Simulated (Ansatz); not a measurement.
# B₂F₂H₆N₂: up Jacob's ladder to CCSD(T)

An exercise on one series of results from a longer session: the logs are not shown, and one member is left open.

Computed with Ansatz 0.2.0, Gaussian basis. Level: functionals in def2-TZVPP, the program's frozen cores in correlated methods.

The runs, in order: LDA (SPW92), PBE-D4, revPBE-D4, BLYP-D4, r2SCAN-D4, B97M-V, PBE0-D4, B3LYP-D4, r2SCANh-D4, r2SCAN0-D4, HSE06-D4, BHLYP-D4, CAM-B3LYP-D4, LC-ωPBE, ωB97X-V, ωB97M-V, B2PLYP, PBE-QIDH; CCSD(T)/def2-SVP; CCSD(T)/def2-TZVPP; MP2/def2-QZVPP; extrapolation to the limit; RPA on PBE.

**The relaxed structure**

An earlier PBE0-D4 in a triple-zeta def2 set relaxation fixed the geometry.

SMILES `F[B@H-]1[NH2+][B@@H-](F)[NH2+]1`, 12 atoms, charge 0, spin multiplicity 1.

Atoms are counted from 1 here; the program's logs count them from 0.

Bond lengths: F1–B2 1.377 Å, B2–N3 1.598 Å, B2–N6 1.598 Å, B2–H7 1.206 Å, N3–B4 1.598 Å, N3–H8 1.010 Å, N3–H9 1.015 Å, B4–F5 1.377 Å, B4–N6 1.598 Å, B4–H10 1.206 Å, N6–H11 1.015 Å, N6–H12 1.010 Å. Angles: F1–B2–N3 111.4°, F1–B2–N6 111.4°, F1–B2–H7 116.3°, N3–B2–N6 91.3°, N3–B2–H7 111.9°, N6–B2–H7 111.9°, B2–N3–B4 87.7°, B2–N3–H8 117.1°, B2–N3–H9 112.4°, B4–N3–H8 117.1°, B4–N3–H9 112.4°, H8–N3–H9 108.9°, N3–B4–F5 111.4°, N3–B4–N6 91.3°, N3–B4–H10 111.9°, F5–B4–N6 111.4°, F5–B4–H10 116.3°, N6–B4–H10 111.9° and more.

The first run:

in.yaml

```yaml
crystal:
  periodic: [false, false, false]
  atoms:
    - {symbol: F, position_ang: [-1.656578, -0.706547, 1.256484]}
    - {symbol: B, position_ang: [-0.334821, -0.466732, 0.955436]}
    - {symbol: N, position_ang: [0.047920, -1.036010, -0.487423]}
    - {symbol: B, position_ang: [0.545641, 0.434262, -0.865527]}
    - {symbol: F, position_ang: [-0.083761, 0.903054, -1.996585]}
    - {symbol: N, position_ang: [-0.112068, 1.035830, 0.460363]}
    - {symbol: H, position_ang: [0.471628, -0.787749, 1.793345]}
    - {symbol: H, position_ang: [0.733936, -1.776517, -0.522078]}
    - {symbol: H, position_ang: [-0.768253, -1.318104, -1.021671]}
    - {symbol: H, position_ang: [1.748952, 0.519387, -0.848515]}
    - {symbol: H, position_ang: [-0.987054, 1.516679, 0.275138]}
    - {symbol: H, position_ang: [0.471258, 1.627148, 1.035034]}
basis:
  gaussian: {orbitals: def2-TZVPP}
hamiltonian: {xc: lda}
output: {orbitals: {seedname: orbitals}}
```

The run is started by

```console
> ansatz run in.yaml --threads 4 --pin off --events-out ev --progress --plain --max-ram 10444MiB
```

Steps of the session up to this table: LDA; PBE-D4 (GGA); revPBE-D4 (GGA); BLYP-D4 (GGA); r2SCAN-D4 (meta-GGA); B97M-V (meta-GGA); B3LYP-D4 (hybrid); r2SCANh-D4 (hybrid); r2SCAN0-D4 (hybrid); HSE06-D4 (hybrid); BHLYP-D4 (hybrid); CAM-B3LYP-D4 (range-separated); LC-ωPBE (range-separated); ωB97X-V (range-separated); ωB97M-V (range-separated); B2PLYP (double hybrid); PBE-QIDH (double hybrid).

One of the session's tables, all rows but one given; the rest of the session is left out.

It belongs to the step «Orbital energies across the functionals». 

```
  functional  HOMO (eV)  LUMO (eV)  gap (eV)
 LDA (SPW92)      -6.82      -0.18      6.64
      PBE-D4      -6.71      -0.07      6.64
   revPBE-D4      -6.66      -0.02      6.64
     BLYP-D4      -6.67      -0.12      6.56
   r2SCAN-D4      -7.05       0.70      7.75
      B97M-V      -7.17       0.14      7.31
     PBE0-D4      -8.24       0.75      9.00
    B3LYP-D4      -8.06       0.39      8.45
  r2SCANh-D4      -7.62       0.94      8.56
  r2SCAN0-D4      -8.47       1.28      9.75
    HSE06-D4      -7.83       0.39      8.22
    BHLYP-D4      -9.75       1.32     11.08
CAM-B3LYP-D4      -9.74       1.47     11.21
     LC-ωPBE     -11.05       2.78     13.83
     ωB97X-V          ?          ?         ?
     ωB97M-V     -10.60       2.08     12.68
```

**Question.** Estimate the row for ωB97X-V.

**Answer.** HOMO (eV): -10.72; LUMO (eV): 2.59; gap (eV): 13.31. In the column «HOMO (eV)» it lies between LC-ωPBE (-11.05) and ωB97M-V (-10.60).
